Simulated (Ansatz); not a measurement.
# C2H8S2Si: one species, many methods

One table from this session's results is given with a row withheld; the runs are named, their logs left out.

Program: Ansatz 0.2.0, Gaussian basis. Level of theory: functionals in def2-TZVPP, the program's frozen cores in correlated methods. These are calculated values, not measurements.

Levels to be run: PBE-D4, r2SCAN-D4, PBE0-D4, B3LYP-D4, ωB97X-V, ωB97M-V, B2PLYP; CCSD(T)/def2-TZVPP; MP2/def2-QZVPP; extrapolation to the limit.

## The geometry

An earlier PBE0-D4 in a triple-zeta def2 set relaxation fixed the geometry.

SMILES `C[SiH](S)CS`, 13 atoms, charge 0, spin multiplicity 1.

Atoms are counted from 1 here; the program's logs count them from 0.

Bond lengths: C1–Si2 1.863 Å, C1–H6 1.092 Å, C1–H7 1.092 Å, C1–H8 1.093 Å, Si2–S3 2.149 Å, Si2–C4 1.878 Å, Si2–H9 1.486 Å, S3–H10 1.343 Å, C4–S5 1.815 Å, C4–H11 1.092 Å, C4–H12 1.093 Å, S5–H13 1.342 Å. Angles: Si2–C1–H6 110.8°, Si2–C1–H7 110.2°, Si2–C1–H8 111.1°, H6–C1–H7 107.8°, H6–C1–H8 108.6°, H7–C1–H8 108.1°, C1–Si2–S3 105.4°, C1–Si2–C4 111.9°, C1–Si2–H9 111.5°, S3–Si2–C4 110.4°, S3–Si2–H9 110.0°, C4–Si2–H9 107.7°, Si2–S3–H10 94.9°, Si2–C4–S5 111.4°, Si2–C4–H11 112.8°, Si2–C4–H12 109.3°, S5–C4–H11 111.0°, S5–C4–H12 105.0° and more.

As a file:

```xyz
13
charge 0, multiplicity 1
C    -1.54393    0.35330   -0.63805
Si    0.00119   -0.62909   -0.29225
S    -0.66096   -2.37844    0.76651
C     1.22964    0.33968    0.74629
S     1.78409    1.83963   -0.11304
H    -1.31569    1.23885   -1.23513
H    -2.25930   -0.25266   -1.19812
H    -2.02246    0.67295    0.29102
H     0.68615   -1.02517   -1.54955
H     0.54717   -2.96562    0.78276
H     0.84825    0.57687    1.74140
H     2.13501   -0.25707    0.88544
H     0.59134    2.45197   -0.17240
```

The first run:

in.yaml reads:

```yaml
crystal:
  periodic: [false, false, false]
  atoms:
    - {symbol: C, position_ang: [-1.543929, 0.353303, -0.638049]}
    - {symbol: Si, position_ang: [0.001191, -0.629089, -0.292247]}
    - {symbol: S, position_ang: [-0.660961, -2.378436, 0.766510]}
    - {symbol: C, position_ang: [1.229636, 0.339679, 0.746292]}
    - {symbol: S, position_ang: [1.784086, 1.839625, -0.113036]}
    - {symbol: H, position_ang: [-1.315693, 1.238849, -1.235127]}
    - {symbol: H, position_ang: [-2.259298, -0.252664, -1.198118]}
    - {symbol: H, position_ang: [-2.022459, 0.672947, 0.291016]}
    - {symbol: H, position_ang: [0.686154, -1.025167, -1.549546]}
    - {symbol: H, position_ang: [0.547169, -2.965615, 0.782764]}
    - {symbol: H, position_ang: [0.848250, 0.576873, 1.741399]}
    - {symbol: H, position_ang: [2.135013, -0.257075, 0.885436]}
    - {symbol: H, position_ang: [0.591340, 2.451968, -0.172396]}
basis:
  gaussian: {orbitals: def2-TZVPP}
hamiltonian: {xc: pbe, dispersion: d4}
output: {forces: true, orbitals: {seedname: orbitals}}
```

On the command line:

```console
> ansatz run in.yaml --threads 4 --pin off --events-out ev --progress --plain --max-ram 10444MiB
```

Among the steps run: PBE-D4 (GGA); r2SCAN-D4 (meta-GGA); PBE0-D4 (hybrid); B3LYP-D4 (hybrid); ωB97X-V (range-separated); ωB97M-V (range-separated); B2PLYP (double hybrid); CCSD(T) in def2-TZVPP; MP2 in def2-QZVPP.

One table of the session follows, with a row left open; its other results are not shown here.

```
            method  atomisation energy (eV)
            PBE-D4                   47.080
         r2SCAN-D4                   46.721
           PBE0-D4                   46.637
          B3LYP-D4                   46.448
           ωB97X-V                        ?
           ωB97M-V                   46.836
            B2PLYP                   45.843
     HF/def2-TZVPP                   34.415
    MP2/def2-TZVPP                   45.685
   CCSD/def2-TZVPP                   44.730
CCSD(T)/def2-TZVPP                   45.362
           MP2/CBS                   46.926
       CCSD(T)/CBS                   46.603
```

Q: Estimate the row for ωB97X-V from the others.

The run gave: atomisation energy (eV): 46.828. In the column «atomisation energy (eV)» it lies between r2SCAN-D4 (46.721) and ωB97M-V (46.836).

Limits of these values: Free atoms (2 C, 1 Si, 2 S, 8 H) were run apart at each level; the atomisation energy is their sum less the molecule, without zero-point or spin-orbit terms.
